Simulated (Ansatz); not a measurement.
**C₂H₅BCl₂: a ladder of functionals and wavefunction methods**

The task here is to estimate one member of a computed series from the others.

The runs use Ansatz 0.2.0, Gaussian basis; functionals in def2-TZVPP, the program's frozen cores in correlated methods.

The runs, in order: LDA (SPW92), PBE-D4, revPBE-D4, BLYP-D4, r2SCAN-D4, B97M-V, PBE0-D4, B3LYP-D4, r2SCANh-D4, r2SCAN0-D4, HSE06-D4, BHLYP-D4, CAM-B3LYP-D4, LC-ωPBE, ωB97X-V, ωB97M-V, B2PLYP, PBE-QIDH; CCSD(T)/def2-SVP; CCSD(T)/def2-TZVPP; MP2/def2-QZVPP; extrapolation to the limit; RPA on PBE.

### Structure used throughout

The geometry comes from an earlier relaxation with PBE0-D4 in a triple-zeta def2 set; it is a stationary point, not always the lowest conformer.

SMILES `BC(C)(Cl)Cl`, 10 atoms, charge 0, spin multiplicity 1.

Atoms are counted from 1 here; the program's logs count them from 0.

Bond lengths: B1–C2 1.558 Å, B1–H6 1.194 Å, B1–H7 1.190 Å, C2–C3 1.495 Å, C2–Cl4 1.898 Å, C2–Cl5 1.748 Å, C3–H8 1.093 Å, C3–H9 1.091 Å, C3–H10 1.090 Å. Angles: C2–B1–H6 117.2°, C2–B1–H7 119.4°, H6–B1–H7 122.7°, B1–C2–C3 123.8°, B1–C2–Cl4 74.5°, B1–C2–Cl5 118.9°, C3–C2–Cl4 109.5°, C3–C2–Cl5 111.9°, Cl4–C2–Cl5 109.9°, C2–C3–H8 107.7°, C2–C3–H9 112.0°, C2–C3–H10 110.0°, H8–C3–H9 108.3°, H8–C3–H10 108.7°, H9–C3–H10 110.0°.

Geometry (Å):

| atom | x (Å) | y (Å) | z (Å) |
| --- | --- | --- | --- |
| B1 | -0.82137 | 1.20002 | -0.12613 |
| C2 | -0.00566 | -0.08840 | -0.44625 |
| C3 | 0.89914 | -0.76500 | 0.53342 |
| Cl4 | -1.78972 | -0.67352 | -0.17004 |
| Cl5 | 0.47219 | -0.39832 | -2.09915 |
| H6 | -0.83519 | 1.56915 | 1.00887 |
| H7 | -1.25261 | 1.85509 | -1.02061 |
| H8 | 1.88686 | -0.30432 | 0.44723 |
| H9 | 0.99890 | -1.83147 | 0.32775 |
| H10 | 0.53046 | -0.61443 | 1.54791 |

The first run:

The input, in.yaml:

```yaml
crystal:
  periodic: [false, false, false]
  atoms:
    - {symbol: B, position_ang: [-0.821365, 1.200021, -0.126130]}
    - {symbol: C, position_ang: [-0.005664, -0.088396, -0.446254]}
    - {symbol: C, position_ang: [0.899139, -0.764998, 0.533419]}
    - {symbol: Cl, position_ang: [-1.789721, -0.673517, -0.170036]}
    - {symbol: Cl, position_ang: [0.472192, -0.398319, -2.099154]}
    - {symbol: H, position_ang: [-0.835187, 1.569151, 1.008868]}
    - {symbol: H, position_ang: [-1.252610, 1.855089, -1.020609]}
    - {symbol: H, position_ang: [1.886860, -0.304322, 0.447232]}
    - {symbol: H, position_ang: [0.998898, -1.831473, 0.327751]}
    - {symbol: H, position_ang: [0.530459, -0.614435, 1.547913]}
basis:
  gaussian: {orbitals: def2-TZVPP}
hamiltonian: {xc: lda}
output: {orbitals: {seedname: orbitals}}
```

Run with:

```console
$ ansatz run in.yaml --threads 4 --pin off --events-out ev --progress --plain --max-ram 10444MiB
```

Steps of the session up to this table: LDA; PBE-D4 (GGA); revPBE-D4 (GGA); BLYP-D4 (GGA); r2SCAN-D4 (meta-GGA); B97M-V (meta-GGA); PBE0-D4 (hybrid); B3LYP-D4 (hybrid); r2SCANh-D4 (hybrid); r2SCAN0-D4 (hybrid); HSE06-D4 (hybrid); BHLYP-D4 (hybrid); CAM-B3LYP-D4 (range-separated); LC-ωPBE (range-separated); ωB97X-V (range-separated); ωB97M-V (range-separated); B2PLYP (double hybrid); PBE-QIDH (double hybrid).

One of the session's tables, all rows but one given; the rest of the session is left out.

It belongs to the step «Orbital energies across the functionals». 

```
  functional  HOMO (eV)  gap (eV)
 LDA (SPW92)      -7.19      4.90
      PBE-D4      -7.07      5.01
   revPBE-D4      -7.01      5.05
     BLYP-D4      -6.95      5.02
   r2SCAN-D4      -7.37      5.56
      B97M-V      -7.49      5.74
     PBE0-D4      -8.41      7.44
    B3LYP-D4      -8.19      6.96
  r2SCANh-D4          ?         ?
  r2SCAN0-D4      -8.61      7.77
    HSE06-D4      -8.01      6.65
    BHLYP-D4      -9.65      9.87
CAM-B3LYP-D4      -9.79      9.99
     LC-ωPBE     -11.15     12.57
     ωB97X-V     -10.80     12.11
     ωB97M-V     -10.65     11.82
```

Estimate the missing values for r2SCANh-D4.

Worked estimate for «HOMO (eV)». Against the share of exact exchange, r2SCAN-D4 (0, -7.37), r2SCAN0-D4 (0.25, -8.61) give a slope of -4.96 per unit share; at 0.1 the line stands at -7.87.

**Answer.** HOMO (eV): -7.87; gap (eV): 6.44. In «HOMO (eV)» the line misses by 0.00.
